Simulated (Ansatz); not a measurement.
**InSi2H7 (SMILES [SiH3][SiH2][InH2]) at HF/3-21G**

What is the energy change on altering one bond length of InSi2H7 at HF/3-21G? 

Program for the calculation: Ansatz 0.2.0.

54 further runs of the same task are left out: 54 set aside as unsound or not needed.

### 1 Starting point

The species is InSi2H7 (10 atoms), meant as a singlet with charge 0. As SMILES, `[SiH3][SiH2][InH2]`. Geometry: relaxed at PBE0-D4/def2-TZVP.

Bond lengths: Si1–Si2 2.339 Å, Si2–In3 2.571 Å, Si1–H4 1.488 Å, Si1–H5 1.489 Å, Si1–H6 1.489 Å, Si2–H7 1.491 Å, Si2–H8 1.492 Å, In3–H9 1.728 Å, In3–H10 1.728 Å. Some angles: Si1–Si2–In3 110.2°, Si1–Si2–H7 108.2°, Si1–Si2–H8 107.8°, In3–Si2–H7 111.9°, In3–Si2–H8 111.1°, Si2–Si1–H4 112.1°, Si2–Si1–H5 109.8°, Si2–Si1–H6 109.8°, Si2–In3–H9 121.0°, Si2–In3–H10 120.2°.

### 2 The energy at HF/3-21G

Contents of molecule.yaml:

```yaml
basis:
  gaussian:
    orbitals: 3-21G-spherical.json
crystal:
  periodic: [false, false, false]
  atoms:
    - {symbol: Si, position_ang: [-1.450900, 0.732300, -0.821600]}
    - {symbol: Si, position_ang: [0.023100, -0.982700, -0.222400]}
    - {symbol: In, position_ang: [1.884800, -0.062700, 1.293100]}
    - {symbol: H, position_ang: [-2.541100, 0.248700, -1.711500]}
    - {symbol: H, position_ang: [-0.707700, 1.812100, -1.527500]}
    - {symbol: H, position_ang: [-2.065700, 1.320500, 0.400500]}
    - {symbol: H, position_ang: [-0.761300, -2.056900, 0.451800]}
    - {symbol: H, position_ang: [0.588700, -1.557900, -1.477300]}
    - {symbol: H, position_ang: [1.761400, -0.160900, 3.013900]}
    - {symbol: H, position_ang: [3.268800, 0.707500, 0.601100]}
output: {orbitals: {seedname: orbitals}}
accuracy: high
hamiltonian:
  xc: hf
```

The basis set 3-21G is read from a file made from the Basis Set Exchange's data (not shown).

Command:

```console
$ ansatz run molecule.yaml --threads 1 --pin off --max-ram 3480MiB --events-out events.jsonl --progress --plain --runs-dir runs
```

The program printed:

```text
Warning: RAYON_NUM_THREADS=1 ignored (pool sized by the plan → 1); use --threads N
Functional definition: HF
  name "HF"
  exchange = exact_x
  correlation = 0
1561 factors; integrals over basis functions are off by at most 6.7e-9 eV
mean field evaluation 1: about -171255.2741 eV, gradient 1.1e1 eV
mean field evaluation 2: about -171255.3060 eV, gradient 1.1e1 eV
mean field evaluation 4: about -171256.0466 eV, gradient 3.5e-1 eV
mean field evaluation 8: about -171256.0497 eV, gradient 1.1e-6 eV
mean field -171256.04965966 eV, -6293.5437434729 hartree, gradient 9.8e-9 eV, S^2 0.000000; 0 other end points of the search recorded, 0 dependent functions left out
reference -171256.04965966 eV, -6293.5437434729 hartree; 42, 42 occupied and 29, 29 virtual orbitals, 1561 factors
Total energy: -171256.04965966 eV, -6293.5437434729 hartree
```

Wall time 2.2 s (1 thread of Arm Neoverse V1, shared host); peak memory 0.21 GiB.

### 3 The distorted shape at the same level

Contents of molecule.yaml:

```yaml
crystal:
  periodic: [false, false, false]
  atoms:
    - symbol: Si
      position_ang: [-1.413881, 0.761759, -1.337825]
    - symbol: Si
      position_ang: [0.060119, -0.953241, -0.738625]
    - symbol: In
      position_ang: [1.921819, -0.033241, 0.776875]
    - symbol: H
      position_ang: [-2.504081, 0.278159, -2.227725]
    - symbol: H
      position_ang: [-0.670681, 1.841559, -2.043725]
    - symbol: H
      position_ang: [-2.028681, 1.349959, -0.115725]
    - symbol: H
      position_ang: [-0.724281, -2.027441, -0.064425]
    - symbol: H
      position_ang: [0.625719, -1.528441, -1.993525]
    - symbol: H
      position_ang: [1.761400, -0.160900, 3.013900]
    - symbol: H
      position_ang: [3.305819, 0.736959, 0.084875]
basis:
  gaussian:
    orbitals: 3-21G-spherical.json
hamiltonian:
  xc: hf
accuracy: high
output:
  orbitals: {seedname: orbitals}
```

The basis set 3-21G is read from a file made from the Basis Set Exchange's data (not shown).

Command:

```console
$ ansatz run molecule.yaml --threads 1 --pin off --max-ram 3480MiB --events-out events.jsonl --progress --plain --runs-dir runs
```

The program printed:

```text
Warning: RAYON_NUM_THREADS=1 ignored (pool sized by the plan → 1); use --threads N
[... 4 set-up lines as earlier in the session ...]
1558 factors; integrals over basis functions are off by at most 8.6e-9 eV
mean field evaluation 1: about -171254.3665 eV, gradient 1.2e1 eV
mean field evaluation 2: about -171254.3935 eV, gradient 1.2e1 eV
mean field evaluation 4: about -171255.2581 eV, gradient 5.5e-1 eV
mean field evaluation 8: about -171255.2624 eV, gradient 6.3e-6 eV
mean field -171255.26241588 eV, -6293.5148127975 hartree, gradient 1.0e-8 eV, S^2 0.000000; 0 other end points of the search recorded, 0 dependent functions left out
reference -171255.26241588 eV, -6293.5148127975 hartree; 42, 42 occupied and 29, 29 virtual orbitals, 1558 factors
Total energy: -171255.26241588 eV, -6293.5148127975 hartree
```

Run time: 2.7 s. Hardware: 1 thread of Arm Neoverse V1, shared host; peak memory 0.21 GiB.

### 4 Outcome

Level: HF/3-21G.

```
                                                          quantity           value
                                         first shape: total energy  -6293.54374 Eh
                                          first shape: HOMO energy        -9.48 eV
                                          first shape: LUMO energy         0.37 eV
                                        first shape: HOMO–LUMO gap         9.85 eV
                                     distorted shape: total energy  -6293.51481 Eh
                                      distorted shape: HOMO energy        -9.39 eV
                                      distorted shape: LUMO energy         0.22 eV
                                    distorted shape: HOMO–LUMO gap         9.60 eV
energy change with the In3–H9 bond stretched from 1.728 to 2.246 Å        0.787 eV
```

In words: With the In3–H9 bond stretched from 1.728 to 2.246 Å the energy rises by 0.79 eV (76.0 kJ/mol). The first shape isn't relaxed at this level, so the change isn't measured from a minimum. Relativity is left out (first shape) although the molecule holds a heavy atom. Relativity is left out (distorted shape) although the molecule holds a heavy atom.
